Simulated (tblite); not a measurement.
# CH8FGeNO2Si: the cost of one run

Programs: tblite 0.8.0 and PySCF 2.14.0. All values are calculated, for the isolated system unless a continuum is named. Atoms count from 0, parts from 1.

## 1. The system as given

15 atoms, charge 0, multiplicity 1; geometry: distance geometry start.

## 2. Geometry optimisation with GFN2-xTB

The job: settings as JSON, then the geometry in Å.

```
{"job": {"kind": "relax", "xc": "GFN2-xTB", "basis": "xTB"}, "charge": 0, "multiplicity": 1}
C      0.013430     1.055965     0.212122
N     -0.819415     0.246335    -0.654074
Si    -1.776313    -0.970721     0.225065
O      0.891806     0.347272     0.996432
Ge     2.105177    -0.595173     0.097472
O      0.602872     2.018462    -0.597663
F     -0.797693     1.754106     1.105178
H     -1.501517     0.884338    -1.107679
H     -2.951264    -1.343111    -0.583698
H     -1.010769    -2.227825     0.399010
H     -2.206007    -0.537624     1.525151
H      1.787025    -2.105196     0.410271
H      2.165829    -0.336322    -1.414869
H      3.531693    -0.374247     0.729798
H      0.018506     2.202898    -1.361437
```

Level: GFN2-xTB geometry optimisation, gas phase.

Launch:

```
> OMP_NUM_THREADS=1 python cluster_run.py task.json out
```

This one command runs all jobs of the session in turn.

Q: Estimate the wall time of this first job on 1 thread of Arm Neoverse V2, shared host.

About 4 s.
